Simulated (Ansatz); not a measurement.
Run this with the Python package of Ansatz (0.2.0) and show what comes out.

`methods_h2inos.py`:
```python
"""One geometry of H2InOS, method by method."""

from pathlib import Path
import argparse
import logging
import sys

import ansatz as az
import numpy as np

logging.basicConfig(stream=sys.stdout, format="%(levelname)s:%(name)s:%(message)s")
logger = logging.getLogger("ansatz_job")
logger.setLevel(logging.INFO)

parser = argparse.ArgumentParser(description="One geometry of H2InOS, method by method.")
parser.add_argument("--basis-set", required=True, help="Gaussian basis set")
args = parser.parse_args()

molecule = (
    az.Crystal.molecule()
    .atom("O", (0.13488, 1.25805, 0.35982))
    .atom("In", (-0.55189, -0.42316, 1.1862))
    .atom("S", (-0.14715, -2.02681, -0.78208))
    .atom("H", (0.27949, 2.1489, 0.66507))
    .atom("H", (0.28468, -0.95699, -1.42902))
)

calc = (
    molecule.calculation()
    .basis(gaussian=args.basis_set)
    .spin("collinear", total=1)
)

logger.info("functional    E (Ha)        dipole (D)   HOMO (eV)  LUMO (eV)")
for name in ["cam_b3lyp", "r2scan", "lc_wpbe", "revpbe"]:
    rep = calc.functional(name).forces().orbitals().run(runs_dir="runs").report
    lines = Path(rep["orbitals_path"]).read_text().splitlines()
    field_of = lambda key: [line.split("=")[1].strip() for line in lines if line.startswith(key)]
    orbitals = [(27.211386 * float(e), s, float(n)) for e, s, n in zip(field_of("Ene="), field_of("Spin="), field_of("Occup="))]
    homo = max(e for e, _, n in orbitals if n > 0.5)
    lumo = min(e for e, _, n in orbitals if n < 0.5)
    dipole = 4.803205 * np.linalg.norm(rep["charge_distribution"]["dipole_moment_e_ang"])
    logger.info(f"{name:10s} {rep['free_energy_ev'] / 27.211386246:14.6f} {dipole:9.3f} {homo:11.3f} {lumo:10.3f}")
```

```console
$ python methods_h2inos.py --basis-set def2-SVP
INFO:ansatz_job:functional    E (Ha)        dipole (D)   HOMO (eV)  LUMO (eV)
INFO:ansatz_job:cam_b3lyp     -664.539171     3.020      -7.631     -2.982
INFO:ansatz_job:r2scan        -664.592117     3.045      -5.782     -4.436
INFO:ansatz_job:lc_wpbe       -664.441070     3.554      -8.966     -1.762
INFO:ansatz_job:revpbe        -664.539542     2.821      -5.343     -4.496
```

Total energies depend on the basis set; only differences at equal settings carry meaning. The geometry is a force-field or estimated start, not a minimum of this method, and the basis set is short of its limit. A lower total doesn't mark the better method: functionals have no common bound, and MP2 and coupled cluster aren't variational. The run takes the species as open-shell (spin multiplicity 2), which needn't be its ground state. Levels such as HOMO and LUMO are orbital energies: with these approximate functionals they aren't the ionisation energy and electron affinity, and their gap isn't the fundamental gap. The whole script took 24 s on 1 thread of Arm Neoverse V1, on a shared host, peak memory 0.27 GiB.
